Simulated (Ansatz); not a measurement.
# CH5BrInN: one species, many methods

The task here is to estimate one member of a computed series from the others.

The runs use Ansatz 0.2.0, Gaussian basis; functionals in def2-TZVPP, the program's frozen cores in correlated methods.

Plan: LDA (SPW92), PBE-D4, revPBE-D4, BLYP-D4, r2SCAN-D4, B97M-V, PBE0-D4, B3LYP-D4, r2SCANh-D4, r2SCAN0-D4, HSE06-D4, BHLYP-D4, CAM-B3LYP-D4, LC-ωPBE, ωB97X-V, ωB97M-V, B2PLYP, PBE-QIDH; CCSD(T)/def2-SVP; CCSD(T)/def2-TZVPP; MP2/def2-QZVPP; extrapolation to the limit; RPA on PBE.

## Structure used throughout

An earlier PBE0-D4 in a triple-zeta def2 set relaxation fixed the geometry. In takes the def2 core potential; no spin-orbit term is included.

SMILES `[CH3][In]([NH2])[Br]`, 9 atoms, charge 0, spin multiplicity 1.

Atoms are counted from 1 here; the program's logs count them from 0.

Bond lengths: C1–In2 2.128 Å, C1–H5 1.090 Å, C1–H6 1.090 Å, C1–H7 1.089 Å, In2–N3 2.004 Å, In2–Br4 2.493 Å, N3–H8 1.008 Å, N3–H9 1.009 Å. Angles: In2–C1–H5 108.8°, In2–C1–H6 108.9°, In2–C1–H7 111.0°, H5–C1–H6 108.7°, H5–C1–H7 109.7°, H6–C1–H7 109.7°, C1–In2–N3 132.2°, C1–In2–Br4 118.3°, N3–In2–Br4 109.2°, In2–N3–H8 120.7°, In2–N3–H9 117.7°, H8–N3–H9 110.5°.

The first run:

The input, in.yaml:

```yaml
crystal:
  periodic: [false, false, false]
  atoms:
    - {symbol: C, position_ang: [-0.033198, 1.492210, -0.911751]}
    - {symbol: In, position_ang: [-0.372928, -0.323481, 0.144671]}
    - {symbol: N, position_ang: [0.877696, -1.687939, 0.913565]}
    - {symbol: Br, position_ang: [-2.717884, -1.136661, 0.374932]}
    - {symbol: H, position_ang: [-0.484037, 1.411961, -1.900923]}
    - {symbol: H, position_ang: [-0.513249, 2.309786, -0.373735]}
    - {symbol: H, position_ang: [1.033037, 1.693270, -1.008401]}
    - {symbol: H, position_ang: [1.806911, -1.426964, 1.205102]}
    - {symbol: H, position_ang: [0.491951, -2.378580, 1.539441]}
basis:
  gaussian: {orbitals: def2-TZVPP}
hamiltonian: {xc: lda}
output: {orbitals: {seedname: orbitals}}
```

Command:

```
ansatz run in.yaml --threads 4 --pin off --events-out ev --progress --plain --max-ram 10444MiB
```

Steps of the session up to this table: LDA; PBE-D4 (GGA); revPBE-D4 (GGA); BLYP-D4 (GGA); r2SCAN-D4 (meta-GGA); B97M-V (meta-GGA); B3LYP-D4 (hybrid); r2SCANh-D4 (hybrid); r2SCAN0-D4 (hybrid); HSE06-D4 (hybrid); BHLYP-D4 (hybrid); CAM-B3LYP-D4 (range-separated); LC-ωPBE (range-separated); ωB97X-V (range-separated); ωB97M-V (range-separated); B2PLYP (double hybrid); PBE-QIDH (double hybrid).

One of the session's tables, all rows but one given; the rest of the session is left out.

It belongs to the step «Orbital energies across the functionals». 

```
  functional  HOMO (eV)  gap (eV)
 LDA (SPW92)      -6.17      4.13
      PBE-D4      -5.96      4.17
   revPBE-D4      -5.89      4.20
     BLYP-D4      -5.83      4.06
   r2SCAN-D4      -6.24      4.71
      B97M-V      -6.27      4.57
     PBE0-D4      -7.29      6.30
    B3LYP-D4      -7.05      5.76
  r2SCANh-D4      -6.74      5.49
  r2SCAN0-D4      -7.49      6.66
    HSE06-D4      -6.88      5.54
    BHLYP-D4          ?         ?
CAM-B3LYP-D4      -8.69      8.54
     LC-ωPBE     -10.11     11.09
     ωB97X-V      -9.72     10.55
     ωB97M-V      -9.61     10.16
```

**Question.** Estimate the row for BHLYP-D4.

Worked estimate for «HOMO (eV)». Against the share of exact exchange, BLYP-D4 (0, -5.83), B3LYP-D4 (0.2, -7.05) give a slope of -6.10 per unit share; at 0.5 the line stands at -8.88.

As computed: HOMO (eV): -8.51; gap (eV): 8.21. In «HOMO (eV)» the line misses by -0.37.
